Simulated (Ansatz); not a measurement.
# C2H6Cl2Zr: basis-set convergence

One table from this session's results is given with a row withheld; the runs are named, their logs left out.

Method: one geometry, several basis sets; program: Ansatz 0.2.0, Gaussian basis.

Levels to be run: PBE0-D4/def2-SVP; ωB97M-V/def2-SVP; PBE0-D4/def2-QZVPP; ωB97M-V/def2-QZVPP; the functionals' def2-TZVPP values are taken from earlier runs.

## The relaxed structure

All runs share one geometry, relaxed beforehand with PBE0-D4 in a triple-zeta def2 set. Zr takes the def2 core potential; no spin-orbit term is included.

SMILES `[CH3][Zr]([CH3])([Cl])[Cl]`, 11 atoms, charge 0, spin multiplicity 1.

Atoms are counted from 1 here; the program's logs count them from 0.

Bond lengths: C1–Zr2 2.190 Å, C1–H6 1.097 Å, C1–H7 1.097 Å, C1–H8 1.096 Å, Zr2–C3 2.190 Å, Zr2–Cl4 2.343 Å, Zr2–Cl5 2.343 Å, C3–H9 1.096 Å, C3–H10 1.097 Å, C3–H11 1.097 Å. Angles: Zr2–C1–H6 110.4°, Zr2–C1–H7 110.3°, Zr2–C1–H8 111.9°, H6–C1–H7 108.2°, H6–C1–H8 108.0°, H7–C1–H8 108.0°, C1–Zr2–C3 104.3°, C1–Zr2–Cl4 108.6°, C1–Zr2–Cl5 108.6°, C3–Zr2–Cl4 108.6°, C3–Zr2–Cl5 108.6°, Cl4–Zr2–Cl5 117.5°, Zr2–C3–H9 111.9°, Zr2–C3–H10 110.3°, Zr2–C3–H11 110.4°, H9–C3–H10 108.0°, H9–C3–H11 108.0°, H10–C3–H11 108.2°.

Set-up of the first run:

Contents of in.yaml:

```yaml
crystal:
  periodic: [false, false, false]
  atoms:
    - {symbol: C, position_ang: [-0.992095, 0.506299, 1.398057]}
    - {symbol: Zr, position_ang: [-0.415338, 0.343200, -0.707859]}
    - {symbol: C, position_ang: [1.415972, -0.856597, -0.675535]}
    - {symbol: Cl, position_ang: [-2.074097, -0.858533, -1.845305]}
    - {symbol: Cl, position_ang: [0.108330, 2.482810, -1.506041]}
    - {symbol: H, position_ang: [-0.198213, 0.997071, 1.974080]}
    - {symbol: H, position_ang: [-1.158265, -0.490074, 1.825384]}
    - {symbol: H, position_ang: [-1.912151, 1.087394, 1.526083]}
    - {symbol: H, position_ang: [1.824701, -1.005374, -1.681253]}
    - {symbol: H, position_ang: [2.183363, -0.362520, -0.067205]}
    - {symbol: H, position_ang: [1.217793, -1.843678, -0.240406]}
basis:
  gaussian: {orbitals: def2-SVP}
hamiltonian: {xc: pbe0, dispersion: d4}
output: {orbitals: {seedname: orbitals}}
```

Command:

```bash
ansatz run in.yaml --threads 4 --pin off --events-out ev --progress --plain --max-ram 11315MiB
```

Among the steps run: PBE0-D4 in def2-SVP; ωB97M-V in def2-SVP; PBE0-D4 in def2-QZVPP; ωB97M-V in def2-QZVPP.

One table of the session follows, with a row left open; its other results are not shown here.

It belongs to the step «Functionals by basis». 

| functional | basis | HOMO (eV) | LUMO (eV) |
| --- | --- | --- | --- |
| PBE0-D4 | def2-SVP | -8.17 | -1.82 |
| PBE0-D4 | def2-TZVPP | -8.17 | -1.85 |
| PBE0-D4 | def2-QZVPP | -8.17 | -1.85 |
| ωB97M-V | def2-SVP | -10.47 | 0.33 |
| ωB97M-V | def2-TZVPP | -10.48 | 0.27 |
| ωB97M-V | def2-QZVPP | ? | ? |

**Question.** Estimate the row for ωB97M-V, def2-QZVPP.

**Answer.** HOMO (eV): -10.49; LUMO (eV): 0.26. In the column «HOMO (eV)» it is the lowest.
